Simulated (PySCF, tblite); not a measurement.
# C₃H₄BF₂Se radical: geometry, infrared bands and EPR parameters

Aim: predict the infrared bands and EPR parameters of C₃H₄BF₂Se radical (`C=C[Se][CH]B(F)F`).

The runs use tblite 0.8.0 and PySCF 2.14.0, with density-fitted response routines of our own; the level of theory stands in each step. All values are computed, except where a source is named. Atoms are numbered from 0 throughout.

## Step 1: The molecule as given

11 atoms, charge 0, multiplicity 2; geometry from: force field or distance geometry start.

Bonds of the start (Å): C0–C1 1.33, C1–Se2 1.89, Se2–C3 1.93, C3–B4 1.62, B4–F5 1.44, B4–F6 1.46, C0–H7 1.10, C0–H8 1.09, C1–H9 1.11, C3–H10 1.11.

## Step 2: Relaxing the molecule with GFN2-xTB

What the job is given:

```
{"job": {"kind": "relax", "xc": "GFN2-xTB", "basis": "xTB"}, "charge": 0, "multiplicity": 2}
C      2.259100    -0.497600    -0.741200
C      1.868800     0.346800     0.206700
Se     0.088600     0.631000     0.760500
C     -1.260900    -0.216300    -0.328700
B     -2.563900    -0.410000     0.607700
F     -2.453600    -0.514200     2.036700
F     -3.869600    -0.001000     0.086300
H      3.337900    -0.545400    -0.930500
H      1.551500    -1.105000    -1.311700
H      2.652300     0.914100     0.746500
H     -1.604600     0.440400    -1.158300
```

Command:

```
> OMP_NUM_THREADS=1 python probes_run.py task.json out
```

One launch serves the whole session: the jobs run in the order shown.

**Question.** This job is followed by: GFN2-xTB harmonic vibrations, gas phase; UKS B3LYP, def2-TZVP-core on Se, pcH-1 on B C F H, non-relativistic, mean-field spin-orbit, GIAO. What will the session give for the following? strongest single infrared mode (GFN2-xTB); zero-point energy (GFN2-xTB); g(iso) (B3LYP); ⟨S²⟩; largest a(iso) (averaged by class); potential on the surface of density 0.002 e/bohr³, 1st and 99th percentile.

As calculated:

```
                                                                  quantity                  value
                                 strongest single infrared mode (GFN2-xTB)  1335 cm⁻¹, 763 km/mol
                                              zero-point energy (GFN2-xTB)          40.4 kcal/mol
                                                            g(iso) (B3LYP)                2.01732
                                                                      ⟨S²⟩     0.756 (exact 0.75)
                                        largest a(iso) (averaged by class)    13C on C3, 46.2 MHz
potential on the surface of density 0.002 e/bohr³, 1st and 99th percentile     -1.03 V and 1.44 V
```

In words: Over 83 steps the energy fell by 1.649 eV; of the close pairs, B4–F6 changed most, 1.464 to 1.331 Å. No mode is imaginary among the 27: a minimum at this level. The strongest single mode, at 1335 cm⁻¹, moves mainly B4. GFN2-xTB is a fitted tight-binding method: band positions and strengths are rough. Its intensities can rank the bands wrongly. C3 carries the largest spin population, 0.63 e. The isotropic g lies 15.0 ppt above the free-electron value. The hyperfine terms hold no scalar relativity, which the heavier nuclei need. These values are for one conformer; the search (at its own cheap level) found 2 more, at 0.04, 2.76 kcal/mol (those within 0.05 may be mirror or relabelled copies), and measured spectra average over such forms.
